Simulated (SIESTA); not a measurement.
## Cd2S under changes of volume

One of the cells (26.333 Å³/atom); the others are scaled copies at fixed shape and fractional positions:

```
CELL_PARAMETERS angstrom
3.96267 0.00000 0.00000
-1.98134 3.43177 0.00000
0.00000 0.00000 5.80919
ATOMIC_POSITIONS crystal
Cd 0.33333 0.66667 0.93272
Cd 0.66667 0.33333 0.57873
S 0.33333 0.66667 0.36571
```

The cell comes from a database or a generator and needn't be the stable form of this composition.

```yaml
Program: SIESTA 5.4.2
Functional: PBEsol
Potentials_or_basis: PseudoDojo 0.4 standard (PBEsol files)
Basis: DZP (energy shift 0.003 Ry; two zetas on semicore shells)
Grid_cutoff: 800 Ry
Energy_shift: 0.003 Ry
k_mesh: 8 × 8 × 5
Occupations: fermi-dirac, width 0.05 eV
Spin: no spin polarisation
```

| volume (Å³/atom) | energy over the lowest point (meV/atom) | pressure (GPa) | gap on the mesh (eV) | largest force (eV/Å) |
| --- | --- | --- | --- | --- |
| 24.753 | 0.00 | -0.7 | 0.22 | 0.110 |
| 25.280 | 3.95 | -1.7 | 0.22 | 0.059 |
| 25.806 | ? | ? | ? | ? |
| 26.333 | 21.39 | -3.5 | 0.24 | 0.158 |
| 26.860 | 34.02 | -4.2 | 0.25 | 0.237 |
| 27.386 | 48.92 | -4.8 | 0.26 | 0.304 |
| 27.913 | 65.76 | -5.4 | 0.28 | 0.372 |

Question: What does the run at 25.806 Å³/atom give?

Answer: Energy over the lowest point 11.25 meV/atom; pressure -2.7 GPa; gap on the mesh 0.23 eV; largest force 0.086 eV/Å.

Worked out: A Birch-Murnaghan fit of order 3 (a polynomial in V^(-2/3)) to the other rows has its minimum at 24.46 Å³/atom, just outside them, with B0 = V·E''(V) = 57 GPa and B' = 5.0 at fixed shape and positions, which overstates the stiffness. It gives 11.21 meV/atom at 25.806 Å³/atom, against the run's 11.25, and -dE/dV = -2.7 GPa, against -2.7. A parabola through the other rows of the gap, of slope 0.376 eV per unit of ln V there, gives 0.23 eV, against the run's 0.23.

Energies are extrapolated to zero smearing.

Caveats: an odd mesh through Γ misses points on the zone boundary, where band edges often lie; the basis of atomic orbitals isn't converged, which shifts pressures, moduli and gaps. Spin-orbit coupling on Cd is left out.
